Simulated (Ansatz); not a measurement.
# Si₂H₆Se: small, medium and large basis sets

One table from this session's results is given with a row withheld; the runs are named, their logs left out.

Computed with Ansatz 0.2.0, Gaussian basis. Level: one geometry, several basis sets.

Plan: PBE0-D4/def2-SVP; ωB97M-V/def2-SVP; PBE0-D4/def2-QZVPP; ωB97M-V/def2-QZVPP; the functionals' def2-TZVPP values are taken from earlier runs.

### Structure used throughout

The geometry comes from an earlier relaxation with PBE0-D4 in a triple-zeta def2 set; it is a stationary point, not always the lowest conformer.

SMILES `[SiH3][SiH2][SeH]`, 9 atoms, charge 0, spin multiplicity 1.

Atoms are counted from 1 here; the program's logs count them from 0.

Bond lengths: Si1–Si2 2.336 Å, Si1–H4 1.489 Å, Si1–H5 1.486 Å, Si1–H6 1.488 Å, Si2–Se3 2.288 Å, Si2–H7 1.488 Å, Si2–H8 1.486 Å, Se3–H9 1.469 Å. Angles: Si2–Si1–H4 111.4°, Si2–Si1–H5 109.6°, Si2–Si1–H6 108.8°, H4–Si1–H5 109.3°, H4–Si1–H6 108.7°, H5–Si1–H6 109.0°, Si1–Si2–Se3 109.8°, Si1–Si2–H7 111.3°, Si1–Si2–H8 111.6°, Se3–Si2–H7 111.3°, Se3–Si2–H8 104.1°, H7–Si2–H8 108.5°, Si2–Se3–H9 93.2°.

Set-up of the first run:

File in.yaml:

```yaml
crystal:
  periodic: [false, false, false]
  atoms:
    - {symbol: Si, position_ang: [-0.961882, 0.736150, -0.667053]}
    - {symbol: Si, position_ang: [0.642892, -0.868151, -0.111462]}
    - {symbol: Se, position_ang: [1.940163, -0.103624, 1.610748]}
    - {symbol: H, position_ang: [-1.869073, 0.246662, -1.740982]}
    - {symbol: H, position_ang: [-0.286298, 1.978697, -1.122405]}
    - {symbol: H, position_ang: [-1.773392, 1.040424, 0.542613]}
    - {symbol: H, position_ang: [0.008982, -2.171401, 0.226086]}
    - {symbol: H, position_ang: [1.606994, -1.084814, -1.221450]}
    - {symbol: H, position_ang: [0.780313, 0.179857, 2.466805]}
basis:
  gaussian: {orbitals: def2-SVP}
hamiltonian: {xc: pbe0, dispersion: d4}
output: {orbitals: {seedname: orbitals}}
```

Launch:

```
ansatz run in.yaml --threads 2 --pin off --events-out ev --progress --plain --max-ram 4352MiB
```

Steps of the session up to this table: PBE0-D4 in def2-SVP; ωB97M-V in def2-SVP; PBE0-D4 in def2-QZVPP; ωB97M-V in def2-QZVPP.

One table of the session follows, with a row left open; its other results are not shown here.

It belongs to the step «Density functionals: the series». 

```
functional       basis  HOMO (eV)
   PBE0-D4    def2-SVP          ?
   PBE0-D4  def2-TZVPP      -6.99
   PBE0-D4  def2-QZVPP      -7.01
   ωB97M-V    def2-SVP      -8.98
   ωB97M-V  def2-TZVPP      -9.10
   ωB97M-V  def2-QZVPP      -9.11
```

Estimate the missing values for PBE0-D4, def2-SVP.

As computed: HOMO (eV): -6.90. In the column «HOMO (eV)» it is the highest.
